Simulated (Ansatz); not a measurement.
# GaGe: equation of state with PBE

Crystal: GaGe.

```xyz
2
Lattice="0.0000 2.8978 2.8978 2.8978 0.0000 2.8978 2.8978 2.8978 0.0000" Properties=species:S:1:pos:R:3 pbc="T T T"
Ge    0.0000    0.0000    0.0000
Ga    1.4489    1.4489    1.4489
```

The cell comes from a database or a generator and needn't be the stable form of this composition.

| Property | Result |
| --- | --- |
| Program | Ansatz 0.2.0 |
| Task | equation of state |
| Functional | PBE |
| Potentials or basis | Ansatz PAW earlier set |
| Cutoff | 1300 eV |
| Density cutoff | 10400 eV |
| k mesh | 8 × 8 × 8 |
| Occupations | fermi-dirac, width 0.05 eV |
| Spin | no spin polarisation |

```json
{
  "Equilibrium volume": "24.45 Å³/atom",
  "Bulk modulus": "48 GPa",
  "Pressure derivative of the bulk modulus": "4.7"
}
```

Energy against volume, from the lowest point:
```
volume (Å³/atom)  energy (meV/atom)
          22.875              17.41
          23.361               7.96
          23.848               2.29
          24.335               0.00
          24.821               0.72
          25.308               4.13
          25.795               9.94
```

All runs of the series together: 64 s on 2 threads of Arm Neoverse V2 (shared host).
